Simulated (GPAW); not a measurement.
Crystal: CoW3.

```
CELL_PARAMETERS angstrom
3.90735 0.00000 0.00000
0.00000 3.90735 0.00000
0.00000 0.00000 3.90735
ATOMIC_POSITIONS crystal
W 0.50000 0.50000 0.00000
W 0.50000 0.00000 0.50000
W 0.00000 0.50000 0.50000
Co 0.00000 0.00000 0.00000
```

The cell comes from a database or a generator and needn't be the stable form of this composition.

| Property | Result |
| --- | --- |
| Program | GPAW 26.7.0 |
| Task | relaxation of cell and atoms |
| Functional | PBEsol |
| Dispersion | D3 |
| Potentials or basis | PAW data sets generated in the run's folder for this functional |
| Cutoff | 600 eV |
| Basis | pw |
| k mesh | 5 × 5 × 5 |
| Occupations | fermi-dirac, width 0.05 eV |
| Spin | collinear spin, ferromagnetic start |
| Starting moments | [0.0, 0.0, 0.0, 2.0] μB |

At the start: pressure -16.2 GPa; volume 14.91 Å³/atom.

Q: Where does the relaxation end?

A: Over 4 steps the energy falls by 43.9 meV/atom and the volume is 14.05 Å³/atom (-5.8 %); space group Pm-3m (No. 221, to 0.05 Å); moment 0.85 μB per cell.

The path:
| step | energy change (eV) | largest force (eV/Å) | pressure (GPa) | volume (Å³) |
| --- | --- | --- | --- | --- |
| 1 | 0.0000 | 0.0000 | -16.19 | 59.66 |
| 2 | -0.0827 | 0.0000 | -12.27 | 58.70 |
| 3 | -0.1742 | 0.0000 | 1.24 | 55.98 |
| 4 | -0.1756 | 0.0000 | -0.07 | 56.21 |

Final structure:
```yaml
crystal:
  lattice:
    - [3.83073, 0.00000, 0.00000]
    - [0.00000, 3.83073, 0.00000]
    - [0.00000, 0.00000, 3.83073]
  atoms:
    - { symbol: W, position: [0.50000, 0.50000, 0.00000] }
    - { symbol: W, position: [0.50000, 0.00000, 0.50000] }
    - { symbol: W, position: [0.00000, 0.50000, 0.50000] }
    - { symbol: Co, position: [0.00000, 0.00000, 0.00000] }
```

Caveat: each step starts from the last one's moments, so a moment once lost doesn't come back; later steps reuse the first step's grids; pairwise dispersion overbinds metals, which lowers pressure and volume.
